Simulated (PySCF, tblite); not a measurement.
# C6H9NOSi: geometry, infrared bands and NMR shifts

What infrared bands and NMR shifts should C6H9NOSi (`CC(=O)/C(=C/C#N)C[SiH3]`) show?

Programs: tblite 0.8.0 and PySCF 2.14.0, with density-fitted response routines of our own. Each step states its level of theory. These are calculated values for one molecule in the gas phase, unless marked as measured. Atoms are numbered from 0 throughout.

## (1) Starting geometry

18 atoms, charge 0, multiplicity 1; geometry from: force field or distance geometry start.

Bonds of the start (Å): C0–C1 1.47, C1–O2 1.27, C1–C3 1.49, C3–C4 1.30, C4–C5 1.43, C5–N6 1.14, C3–C7 1.44, C7–Si8 1.81, C0–H9 1.09, C0–H10 1.11, C0–H11 1.13, C4–H12 1.10, C7–H13 1.14, C7–H14 1.14, Si8–H15 1.50, Si8–H16 1.47, Si8–H17 1.47.

## (2) Optimising the geometry with GFN2-xTB

Job settings and geometry (Å):

```
{"job": {"kind": "relax", "xc": "GFN2-xTB", "basis": "xTB"}, "charge": 0, "multiplicity": 1}
C      2.825400     0.103400     0.068100
C      1.605600    -0.702400    -0.094400
O      1.715600    -1.950500    -0.274100
C      0.252500    -0.087500    -0.026200
C      0.239500     1.197800     0.192900
C     -0.978000     1.936200     0.272700
N     -1.932400     2.546500     0.346400
C     -0.862100    -0.991000    -0.179100
Si    -2.573900    -0.408000    -0.126400
H      3.718700    -0.526200     0.001000
H      2.801900     0.930700    -0.673000
H      2.799800     0.526800     1.117500
H      1.163400     1.785700     0.307300
H     -0.769500    -1.783500     0.637300
H     -0.665700    -1.624900    -1.105800
H     -3.485900    -1.574000    -0.365400
H     -3.032100     0.142500     1.161200
H     -2.831400     0.484600    -1.271700
```

Started as:

```
$ OMP_NUM_THREADS=1 python probes_run.py task.json out
```

This one command runs all jobs of the session in turn.

**Question.** This job is followed by: GFN2-xTB harmonic vibrations, gas phase; GIAO PBE0/pcSseg-1 NMR shielding, non-relativistic, gas phase. Predict these results of the whole session: strongest single infrared mode (GFN2-xTB); zero-point energy (GFN2-xTB); ¹³C shifts against TMS (PBE0/pcSseg-1); ¹H shifts against TMS (PBE0/pcSseg-1, means over atoms taken as alike); ¹⁷O shifts against H2O (PBE0/pcSseg-1); ¹⁵N shifts against NH3 (PBE0/pcSseg-1); ²⁹Si shifts against TMS (PBE0/pcSseg-1).

**Answer**, as computed:

| quantity | value |
| --- | --- |
| strongest single infrared mode (GFN2-xTB) | 2190 cm⁻¹, 365 km/mol |
| zero-point energy (GFN2-xTB) | 80.8 kcal/mol |
| ¹³C shifts against TMS (PBE0/pcSseg-1) | 210.8, 174.1, 121.4, 105.2, 28.6, 21.5 ppm |
| ¹H shifts against TMS (PBE0/pcSseg-1, means over atoms taken as alike) | 5.55, 4.16, 2.41, 2.25 ppm |
| ¹⁷O shifts against H2O (PBE0/pcSseg-1) | 668.7 ppm |
| ¹⁵N shifts against NH3 (PBE0/pcSseg-1) | 341.3 ppm |
| ²⁹Si shifts against TMS (PBE0/pcSseg-1) | -68.5 ppm |

What this shows: The optimisation took 172 steps and gained 0.967 eV; among the close pairs (by a distance rule), C7–Si8 changed most, from 1.809 to 1.936 Å. All 48 modes are real, so the xTB geometry is a minimum. The strongest single mode, at 2190 cm⁻¹, moves mainly H16. GFN2-xTB is a fitted tight-binding method: band positions and strengths are rough. Its intensities can rank the bands wrongly. The most deshielded carbon is C1 (ketone carbonyl carbon), at 210.8 ppm: the double bond to the heteroatom, with no lone-pair donor beside it, deshields it most. H12 (hydrogen on a β carbon of a C=C–C=O unit) lies farthest downfield among hydrogen, at 5.55 ppm; a vinylic proton, deshielded by the sp2 carbon and the C=C anisotropy. At PBE0/pcSseg-1: Shielding is most anisotropic at O2 (span 1222 ppm, paramagnetic term -737 ppm).
